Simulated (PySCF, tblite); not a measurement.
**C₅H₉B₂ClO: geometry, infrared bands and NMR shifts**

Wanted: the infrared bands and NMR shifts of C₅H₉B₂ClO (`BOB[C@H](C#CC)CCl`), by calculation.

The runs use tblite 0.8.0 and PySCF 2.14.0, with density-fitted response routines of our own; the level of theory stands in each step. All values are computed, except where a source is named. Atoms are numbered from 0 throughout.

### Step 1. The molecule as given

18 atoms, charge 0, multiplicity 1; geometry from: force field or distance geometry start.

Bonds of the start (Å): B0–O1 1.47, O1–B2 1.45, B2–C3 1.58, C3–C4 1.47, C4–C5 1.23, C5–C6 1.46, C3–C7 1.50, C7–Cl8 1.77, B0–H9 1.17, B0–H10 1.17, B2–H11 1.18, C3–H12 1.13, C6–H13 1.10, C6–H14 1.13, C6–H15 1.12, C7–H16 1.11, C7–H17 1.11.

### Step 2. Geometry optimisation with GFN2-xTB

Job settings and geometry (Å):

```
{"job": {"kind": "relax", "xc": "GFN2-xTB", "basis": "xTB"}, "charge": 0, "multiplicity": 1}
B      3.355400    -0.758700    -0.231500
O      1.911800    -0.789000    -0.521400
B      1.366200     0.538400    -0.700400
C      0.077500     0.893500     0.145400
C     -0.894300    -0.193100    -0.056200
C     -1.720900    -1.084600    -0.232000
C     -2.717400    -2.134800    -0.420100
C     -0.519000     2.226100    -0.192000
Cl     0.634400     3.541800     0.065500
H      4.053600     0.099000    -0.603100
H      3.844900    -1.776500     0.092300
H      1.476000     1.021200    -1.774000
H      0.384500     0.922200     1.235300
H     -2.281400    -2.893800    -1.087300
H     -3.021100    -2.586300     0.567100
H     -3.632000    -1.636600    -0.823400
H     -0.936300     2.236600    -1.220400
H     -1.390700     2.380900     0.479800
```

On the command line:

```console
> OMP_NUM_THREADS=1 python probes_run.py task.json out
```

This one command runs all jobs of the session in turn.

**Question.** This job is followed by: GFN2-xTB harmonic vibrations, gas phase; GIAO PBE0/pcSseg-1 NMR shielding, non-relativistic, gas phase. Predict these results of the whole session: strongest single infrared mode (GFN2-xTB); zero-point energy (GFN2-xTB); ¹³C shifts against TMS (PBE0/pcSseg-1); ¹H shifts against TMS (PBE0/pcSseg-1, means over atoms taken as alike); ¹¹B shifts against BF3·OEt2 (PBE0/pcSseg-1); ¹⁷O shifts against H2O (PBE0/pcSseg-1); ³⁵Cl shifts against HCl (PBE0/pcSseg-1).

As calculated:

```
                                                              quantity                                   value
                             strongest single infrared mode (GFN2-xTB)                   1634 cm⁻¹, 273 km/mol
                                          zero-point energy (GFN2-xTB)                           81.5 kcal/mol
                                ¹³C shifts against TMS (PBE0/pcSseg-1)         88.2, 80.1, 50.9, 34.5, 4.9 ppm
¹H shifts against TMS (PBE0/pcSseg-1, means over atoms taken as alike)  5.42, 5.25, 3.83, 3.81, 2.30, 2.00 ppm
                           ¹¹B shifts against BF3·OEt2 (PBE0/pcSseg-1)                          40.3, 36.7 ppm
                                ¹⁷O shifts against H2O (PBE0/pcSseg-1)                               318.8 ppm
                               ³⁵Cl shifts against HCl (PBE0/pcSseg-1)                                  98 ppm
```

**Reading.** Relaxing lowered the energy by 1.586 eV in 70 steps; the close pair that moved most is B0–O1, from 1.473 to 1.298 Å. The lowest mode is slightly imaginary (9i cm⁻¹), a soft motion within the noise of the Hessian, so the minimum is not strictly shown. The strongest single mode, at 1634 cm⁻¹, moves mainly O1. GFN2-xTB is a fitted tight-binding method: band positions and strengths are rough. Its intensities can rank the bands wrongly. At PBE0/pcSseg-1: The widest tensor belongs to Cl8: span 402 ppm, with a paramagnetic part of -293 ppm.
